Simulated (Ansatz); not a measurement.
# Cs3HO: the cost of one run

Program: Ansatz 0.2.0. Level of theory: DFT PBE, scalar-relativistic, plane waves, PAW. These are calculated values, not measurements.

## (1) The structure to begin with

Symmetry: Pm-3m, No. 221, cubic system. Conventional cell: a = 6.140 Å, b = 6.140 Å, c = 6.140 Å, α = 90.00°, β = 90.00°, γ = 90.00°. H (site symmetry m-3m) is surrounded by 12 Cs at 4.34 Å. Around O (site symmetry m-3m) lie 6 Cs at 3.07 Å. Cs (site symmetry 4/mmm) is surrounded by 2 O at 3.07 Å and 8 Cs at 4.34 Å.

Coordinates:

```
H O Cs
1.0
     6.14000    0.00000    0.00000
     0.00000    6.14000    0.00000
     0.00000    0.00000    6.14000
H O Cs
1 1 3
Direct
  0.00000 0.00000 0.00000
  0.50000 0.50000 0.50000
  0.50000 0.50000 0.00000
  0.50000 0.00000 0.50000
  0.00000 0.50000 0.50000
```

This is a trial structure built by rule; it need not be a known or stable form of this composition.

The cell is the ideal cubic antiperovskite prototype; whether it is the stable structure of this composition wasn't checked.

## (2) Seeking zero pressure, try 1

Contents of input.yaml:

```yaml
crystal:
  lattice:
    - [6.14, 0.0, 0.0]
    - [0.0, 6.14, 0.0]
    - [0.0, 0.0, 6.14]
  atoms:
    - { symbol: H, position: [0.0, 0.0, 0.0] }
    - { symbol: O, position: [0.5, 0.5, 0.5] }
    - { symbol: Cs, position: [0.5, 0.5, 0.0] }
    - { symbol: Cs, position: [0.5, 0.0, 0.5] }
    - { symbol: Cs, position: [0.0, 0.5, 0.5] }
basis:
  ecutwfc: 420
kpoints:
  mp_grid: { grid: [4, 4, 4] }
hamiltonian:
  xc: pbe
scf:
  occupations: { method: gaussian, width: 0.05 }
output:
  forces: true
  stress: true
  eigenvalues: true
```

Started as:

```sh
> ansatz run input.yaml --threads 1 --pin off --max-ram 2560MiB --backend cpu --events-out ev --progress --plain --runs-dir out
```

What time and memory should one allow on 1 thread of Arm Neoverse N1, shared host?

About 9 s, with a peak of 0.45 GiB.
